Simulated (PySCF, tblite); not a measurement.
**C₇H₁₀AlP: infrared bands and NMR shifts**

What infrared bands and NMR shifts should C₇H₁₀AlP (`[AlH3-][P+]12C=CC(C=C1)C=C2`) show?

Programs: tblite 0.8.0 and PySCF 2.14.0, with density-fitted response routines of our own. Each step states its level of theory. These are calculated values for one molecule in the gas phase, unless marked as measured. Atoms count from 0, in the outputs and in this text.

## 1. Starting geometry

19 atoms, charge 0, multiplicity 1; geometry from: GFN2-xTB.

Bonds of the start (Å): Al0–P1 2.49, P1–C2 1.82, C2–C3 1.32, C3–C4 1.51, C4–C5 1.51, C5–C6 1.32, C4–C7 1.51, C7–C8 1.32, C6–P1 1.82, C8–P1 1.82, Al0–H9 1.57, Al0–H10 1.57, Al0–H11 1.57, C2–H12 1.08, C3–H13 1.08, C4–H14 1.09, C5–H15 1.08, C6–H16 1.08, C7–H17 1.08, C8–H18 1.08.

## 2. Infrared spectrum with GFN2-xTB

The job: settings as JSON, then the geometry in Å.

```
{"job": {"kind": "ir", "xc": "GFN2-xTB", "basis": "xTB"}, "charge": 0, "multiplicity": 1}
Al     3.275013     0.127853     0.669135
P      0.836967     0.034462     0.170509
C      0.205160    -0.233041    -1.519965
C     -1.111650    -0.263450    -1.643905
C     -1.947788    -0.076245    -0.398251
C     -1.549880     1.251243     0.206398
C     -0.277909     1.435949     0.519955
C     -1.530492    -1.150737     0.580104
C     -0.256516    -1.211839     0.931587
H      3.296959     1.586189     1.255345
H      3.314391    -1.083935     1.669761
H      3.782474    -0.097016    -0.801523
H      0.910185    -0.352479    -2.326178
H     -1.628360    -0.412718    -2.578545
H     -3.013735    -0.118851    -0.615748
H     -2.323059     1.988418     0.353903
H      0.132953     2.332102     0.955266
H     -2.292285    -1.819538     0.947756
H      0.167768    -1.927117     1.616934
```

**Question.** This job is followed by: GIAO PBE0/pcSseg-1 NMR shielding, non-relativistic, gas phase. Predict these results of the whole session: strongest single infrared mode (GFN2-xTB); zero-point energy (GFN2-xTB); ¹³C shifts against TMS (PBE0/pcSseg-1, means over atoms taken as alike); ¹H shifts against TMS (PBE0/pcSseg-1, means over atoms taken as alike); ²⁷Al shifts against AlH4- (PBE0/pcSseg-1); ³¹P shifts against H3PO4 (PBE0/pcSseg-1).

As calculated:

```
                                                               quantity                       value
                              strongest single infrared mode (GFN2-xTB)        730 cm⁻¹, 923 km/mol
                                           zero-point energy (GFN2-xTB)               83.4 kcal/mol
¹³C shifts against TMS (PBE0/pcSseg-1, means over atoms taken as alike)      160.1, 144.5, 56.4 ppm
 ¹H shifts against TMS (PBE0/pcSseg-1, means over atoms taken as alike)  7.91, 7.31, 5.32, 4.29 ppm
                              ²⁷Al shifts against AlH4- (PBE0/pcSseg-1)                    35.3 ppm
                               ³¹P shifts against H3PO4 (PBE0/pcSseg-1)                   -93.8 ppm
```

The lowest mode is imaginary (22i cm⁻¹), so the xTB geometry is not a minimum. GFN2-xTB is a fitted tight-binding method: band positions and strengths are rough. Its intensities can rank the bands wrongly. At PBE0/pcSseg-1: The largest span, 278 ppm, is at C3, C5, C7, where the paramagnetic term is -226 ppm.
